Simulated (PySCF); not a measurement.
# NaSr: from the state search to spectroscopic constants

The task here is to estimate one member of a computed series from the others.

Computed with PySCF 2.14.0. Level: Na def2-SVP, Sr def2-SVP with ECP28, scalar-relativistic core potentials.

Set-up of the first run:

The job is set up so:

```
atoms                         : Na, Sr
charge                        : 0
basis                         : Na def2-SVP, Sr def2-SVP with ECP28
Hamiltonian                   : scalar-relativistic core potentials
basis functions               : 38
electrons treated             : 21
masses in u                   : 22.9898, 87.9056
levels                        : PBE0, PBE, r²SCAN, B2PLYP, M06, LDA, HSE06, HF, MP2, SCS-MP2, CCSD, CCSD(T)
grid                          : 80 radial by 434 angular points
occupations                   : held fixed by the projection of orbital angular momentum
dissociation limit            : Na + Sr, each in its ground configuration
starting distance in angstrom : 3.285
values of 2S to try           : 1, 3
```

Started as:

```console
$ OMP_NUM_THREADS=1 python dia.py task.json out
```

Steps of the session up to this table: Input; The PBE0 curve of the state that the search chose; Other states along the same grid; PBE; r²SCAN; B2PLYP (double hybrid); M06 (hybrid meta-GGA); LDA (local density); HSE06 (range-separated hybrid); ROHF (mean field); Correlated methods on the Hartree–Fock reference.

One of the session's tables, all rows but one given; the rest of the session is left out.

It belongs to the step «The curves together». Energy (eV) from each level's lowest point:

| R (Å) | ROHF | ROHF-MP2 | ROHF-SCS-MP2 | ROHF-CCSD | ROHF-CCSD(T) |
| --- | --- | --- | --- | --- | --- |
| 3.363 | 0.349 | 0.183 | 0.175 | n/a | n/a |
| 3.519 | 0.245 | 0.082 | 0.081 | 0.064 | 0.059 |
| 3.675 | ? | ? | ? | ? | ? |
| 3.793 | 0.129 | 0.020 | 0.020 | 0.009 | 0.007 |
| 3.910 | 0.096 | 0.009 | 0.009 | 0.002 | 0.000 |
| 4.027 | 0.071 | 0.003 | 0.003 | 0.000 | 0.000 |
| 4.184 | 0.047 | 0.000 | 0.000 | 0.004 | 0.005 |
| 4.379 | 0.026 | 0.001 | 0.001 | 0.013 | 0.017 |
| 4.614 | 0.011 | 0.006 | 0.005 | 0.026 | 0.033 |
| 4.927 | 0.000 | 0.014 | 0.013 | n/a | n/a |

Q: Estimate the row for R (Å) = 3.675 from the others.

Worked estimate for «ROHF». A straight line through the neighbours (3.519, 0.245) and (3.793, 0.129) gives 0.245 + (0.129 − 0.245) × (3.675 − 3.519) / (3.793 − 3.519) = 0.179; a parabola fitted to 4 rows on both sides gives 0.170.

The run gave: ROHF: 0.170; ROHF-MP2: 0.039; ROHF-SCS-MP2: 0.039; ROHF-CCSD: 0.025; ROHF-CCSD(T): 0.021. In «ROHF» the line misses by +0.009 and the parabola by 0.000.

State 3 has its PBE0 minimum 1.47 eV higher. State 4 has its PBE0 minimum 1.58 eV higher. The other levels ran on the lowest alone.

Caveats from the session: The bond is weak, and basis-set superposition, which was not computed, may be a sizeable part of it.
